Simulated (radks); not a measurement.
# Tc in [Kr] 4d5 4f2: an all-electron calculation

What are the levels of neutral technetium, how large are its shells, and how does its energy divide?

The numbers are computed with radks (a radial shooting solver on a logarithmic mesh, Libxc functionals) version 1 (scalar-relativistic Kohn-Sham, AM05, spin-unpolarised, spherical densities, point nucleus), except any that are marked as measured or tabulated.

### 1 The system

* element: technetium (Z = 43)
* charge: 0
* electrons: 43
* configuration: [Kr] 4d5 4f2

Outer shells as boxes (Hund's rule):

Tc
```
[Kr] core
4d [↑ ][↑ ][↑ ][↑ ][↑ ]
4f [↑ ][↑ ][  ][  ][  ][  ][  ]
```

### 2 The calculation

Input:

```text
Z 43
configuration [Kr] 4d5 4f2
relativity scalar-relativistic
functional am05,am05
spin unpolarised
nucleus point
c 137.035999084
```

Launch:

```bash
> python run_ks.py task.json out
```

This one command runs every case of the session in turn.

**Question.** What will this run give?

**Answer**, as computed:

| quantity | value |
| --- | --- |
| total energy | -4280.79676 hartree |
| exchange-correlation share of it | 2.89 % |
| −T/E | 1.0324 |
| highest occupied level | 4f, -0.607 eV |
| most extended occupied level | 4f, <r> = 10.6 bohr |
| radius at density 0.001 e/bohr³ | 3.61 bohr |
| maxima of the radial density | 5 |

4 principal shells are occupied and 5 maxima appear in the radial density. Relativity lifts −T/E to 1.032. This is not the tabulated ground configuration, so its levels and sizes aren't those of the ground state, and no measured value stands beside it.
